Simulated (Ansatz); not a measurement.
# InPd: how the settings move a single-point run

Aim: see which settings change the result for InPd, by how much, and at what cost.

Program: Ansatz 0.2.0. Level of theory: reference: DFT, LDA, PAW with Ansatz's default frozen-core files, scalar-relativistic. These are calculated values, not measurements.

## Step 1: Starting point

It takes space group Pm-3m (No. 221, cubic). Conventional cell: a = 3.304 Å, b = 3.304 Å, c = 3.304 Å, α = 90.00°, β = 90.00°, γ = 90.00°. In (site symmetry m-3m) is surrounded by 8 Pd at 2.86 Å. Pd (site symmetry m-3m) has 8 In at 2.86 Å as nearest neighbours.

As a file:

```cif
data_structure
_symmetry_space_group_name_H-M 'P 1'
_symmetry_Int_Tables_number 1
_cell_length_a 3.3043
_cell_length_b 3.3043
_cell_length_c 3.3043
_cell_angle_alpha 90.000
_cell_angle_beta 90.000
_cell_angle_gamma 90.000
_cell_volume 36.08
loop_
_atom_site_label
_atom_site_type_symbol
_atom_site_fract_x
_atom_site_fract_y
_atom_site_fract_z
_atom_site_occupancy
In1 In 0.00000 0.00000 0.00000 1
Pd1 Pd 0.50000 0.50000 0.50000 1
```

## Step 2: The reference run

Contents of input.yaml:

```yaml
crystal:
  lattice:
    - [3.3042817858, 0.0, 0.0]
    - [0.0, 3.3042817858, 0.0]
    - [0.0, 0.0, 3.3042817858]
  atoms:
    - { symbol: In, position: [0.0, 0.0, 0.0] }
    - { symbol: Pd, position: [0.5, 0.5, 0.5] }
kpoints:
  mp_grid: { grid: [13, 13, 13] }
scf:
  occupations: { method: fermi_dirac, width: 0.03 }
hamiltonian:
  xc: lda
  pseudopotentials: { kind: paw }
output:
  forces: true
  stress: true
  eigenvalues: true
  efg: { contact_densities: true }
  write_density: true
  write_potential: true
  elf: true
  volumetric_format: npy
```

Command:

```sh
> ansatz run input.yaml --threads 1 --pin off --max-ram 2048MiB --backend cpu --events-out ev --progress --plain --runs-dir out
```

## Step 3: Variant: ecutwfc 18.4 Ry

Edit input.yaml of step 2 so:

```diff
@@ -24 +24,3 @@
   volumetric_format: npy
+basis:
+  ecutwfc: "18.4 Ry"
```

Q: Predict the outcome of this session. Wanted: for each run, ending; energy change; pressure; gap; force.

**Answer**, as computed:

```tsv
run	ending	energy change	pressure (GPa)	gap (eV)	force (eV/Å)	cycles	time
reference	converged	0	-9.7	0.00	0.00	6	7.5 s
1: ecutwfc 18.4 Ry	converged	+1.38 eV/atom	-5.6	0.00	0.00	6	6.6 s
```

Residual by cycle in the longest SCF loop of each run; runs are numbered as in the table. The quantity is the density residual dr2, in eV.

```tsv
cycle	reference	run 1
1	0.048	0.425
2	0.0149	0.0633
3	1.9e-4	3.4e-4
4	1.7e-5	2.6e-5
5	3.3e-7	1.0e-6
6	1.3e-9	1.7e-8
```

Changing the cutoff moves the energy by +1.38 eV/atom, and the pressure goes from -9.7 to -5.6 GPa. The log warns that the cutoff is under what these potentials recommend, so the shift is basis error. Run 1 ran under the cutoff that the potentials recommend, as the log warns, so basis error is mixed into its values.
